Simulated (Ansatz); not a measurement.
This script makes a ladder of basis sets of CHFI, SMILES F[CH]I with the Ansatz DFT code, driven from Python.

Script `basis_chfi.py`:
```python
# -*- coding: utf-8 -*-
import warnings

import ansatz

warnings.simplefilter("ignore", ansatz.DeckWarning)

geometry_ang = [
    ("F", (-0.045, -1.2139, 0.7589)),
    ("C", (0.1341, -0.0254, 0.0826)),
    ("I", (-1.2218, 0.7918, -1.1776)),
    ("H", (1.1883, 0.3872, 0.3157)),
]
geometry = ansatz.Crystal.molecule()
for symbol, xyz in geometry_ang:
    geometry = geometry.atom(symbol, xyz)

base = geometry.calculation()
base = base.functional("hf")
base = base.spin("collinear", total=1)
base = base.accuracy("medium").scf(lower_state_search="light")

energies = {}
for basis in ["def2-SVP", "def2-SVPD", "def2-TZVP", "def2-TZVPP"]:
    report = base.basis(gaussian=basis).run(threads=1).report
    size = report["n_frozen"] + report["n_occupied"][0] + report["n_virtual"][0]
    energies[basis] = (report["reference_energy_ev"] / 27.211386246, report["free_energy_ev"] / 27.211386246)
    print(f"{basis:14s} {size:4d} orbitals  reference {energies[basis][0]:14.6f} Ha  total {energies[basis][1]:14.6f} Ha")

last = energies["def2-TZVPP"][1]
for basis, (_, total) in energies.items():
    print(f"{basis:14s} lies {27.211386 * (total - last):9.4f} eV above def2-TZVPP")
```

How far does the total energy move along this ladder of basis sets?

Against def2-SVP: def2-SVPD -12.1 mHa, def2-TZVP -184.6 mHa and def2-TZVPP -185.0 mHa. The last step alone is -0.41 mHa (these two sets differ little on atoms other than hydrogen). From the first set to the last the time grows from 1.2 to 3.2 s.

What the script printed:

```console
$ python basis_chfi.py
def2-SVP         59 orbitals  reference    -434.345359 Ha  total    -434.345359 Ha
def2-SVPD        86 orbitals  reference    -434.357463 Ha  total    -434.357463 Ha
def2-TZVP       118 orbitals  reference    -434.529986 Ha  total    -434.529986 Ha
def2-TZVPP      126 orbitals  reference    -434.530399 Ha  total    -434.530399 Ha
def2-SVP       lies    5.0352 eV above def2-TZVPP
def2-SVPD      lies    4.7058 eV above def2-TZVPP
def2-TZVP      lies    0.0112 eV above def2-TZVPP
def2-TZVPP     lies    0.0000 eV above def2-TZVPP
```

Notes:
- These settings explore the input space; basis and method may be short of convergence.
- The geometry is a force-field or estimated start, not a minimum of this method, and the last set is no limit. Much of the fall in a total is atomic energy, which cancels in bond and reaction energies.
- def2 sets replace the cores of elements past krypton by effective core potentials.
- The species is open-shell (spin multiplicity 2).
- Hardware and time: 10 s on 1 thread of Intel(R) Xeon(R) Platinum 8259CL CPU @ 2.50GHz (Skylake/Cascade Lake) (shared host), peak memory 0.31 GiB.

(A comment or docstring line of the script was reworded after the run, the code is as it ran; lines on the test bed's own set-up are left out of the output.)
